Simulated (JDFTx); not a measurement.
Crystal: GaF.

```
CELL_PARAMETERS angstrom
0.00000 2.84624 2.84624
2.84624 0.00000 2.84624
2.84624 2.84624 0.00000
ATOMIC_POSITIONS crystal
Ga 0.25000 0.25000 0.25000
F 0.00000 0.00000 0.00000
```

The cell was built by a generator and needn't be a form met in nature.

```yaml
Program: JDFTx 1.7.0 (patched build)
Task: relaxation of cell and atoms
Functional: PBE
Dispersion: D3(BJ)
Potentials_or_basis: PseudoDojo-SR-PBE-0.5-standard with smoothed tails
Cutoff: 1143 eV
Density_cutoff: 9143 eV
k_mesh: 6 × 6 × 6
Occupations: fermi-dirac, width 0.05 eV
Spin: no spin polarisation
```

At the start: pressure 3.4 GPa; volume 23.06 Å³/atom.

**Question.** How do energy, volume and symmetry change on relaxing?

**Answer.** Over 7 steps the energy falls by 13.4 meV/atom and the volume is 24.16 Å³/atom (+4.8 %); space group F-43m (No. 216, to 0.05 Å).

The path:
| step | energy change (eV) | largest force (eV/Å) | pressure (GPa) | volume (Å³) |
| --- | --- | --- | --- | --- |
| 1 | 0.0000 | 0.0000 | 3.37 | 46.12 |
| 2 | -0.0146 | 0.0000 | 2.64 | 46.87 |
| 3 | -0.0164 | 0.0000 | -2.00 | 49.84 |
| 4 | -0.0266 | 0.0000 | -0.30 | 48.51 |
| 5 | -0.0268 | 0.0000 | 0.06 | 48.29 |
| 6 | -0.0268 | 0.0000 | 0.00 | 48.33 |
| 7 | -0.0268 | 0.0000 | 0.00 | 48.33 |

Final structure:
```yaml
crystal:
  lattice:
    - [0.00000, 2.89108, 2.89108]
    - [2.89108, 0.00000, 2.89108]
    - [2.89108, 2.89108, 0.00000]
  atoms:
    - { symbol: Ga, position: [0.25000, 0.25000, 0.25000] }
    - { symbol: F, position: [0.00000, 0.00000, 0.00000] }
```
